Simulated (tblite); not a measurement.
# C2H9FGeOSi: the cost of one run

Computed with tblite 0.8.0 and PySCF 2.14.0; each step states its level. No surroundings beyond the atoms listed, unless a continuum is named. Atoms count from 0, parts from 1.

## Step 1: The system as given

15 atoms, charge 0, multiplicity 1; geometry: distance geometry start.

## Step 2: Geometry optimisation with GFN2-xTB

What the job is given:

```
{"job": {"kind": "relax", "xc": "GFN2-xTB", "basis": "xTB"}, "charge": 0, "multiplicity": 1}
Ge     0.173599    -0.935629     0.119297
C      1.559782     0.259679     0.723459
C     -1.543910    -0.109392     0.367759
O      0.430413    -1.291943    -1.700200
Si     0.119893    -0.148757    -2.990848
F      0.245576    -2.441846     1.051453
H      2.405482    -0.283844     0.953272
H      1.225369     0.768853     1.567186
H      1.802697     0.940616    -0.012362
H     -1.565995     0.389643     1.272025
H     -2.293575    -0.837044     0.330041
H     -1.713810     0.586735    -0.391914
H     -0.333991    -0.873100    -4.166971
H     -0.878078     0.783323    -2.607780
H      1.303139     0.568900    -3.313854
```

Level: GFN2-xTB geometry optimisation, gas phase.

Command:

```bash
> OMP_NUM_THREADS=1 python cluster_run.py task.json out
```

One launch serves the whole session: the jobs run in the order shown.

Q: Estimate the wall time of this first job on 1 thread of Intel Xeon Platinum 8488C, shared host.

About 5 s.
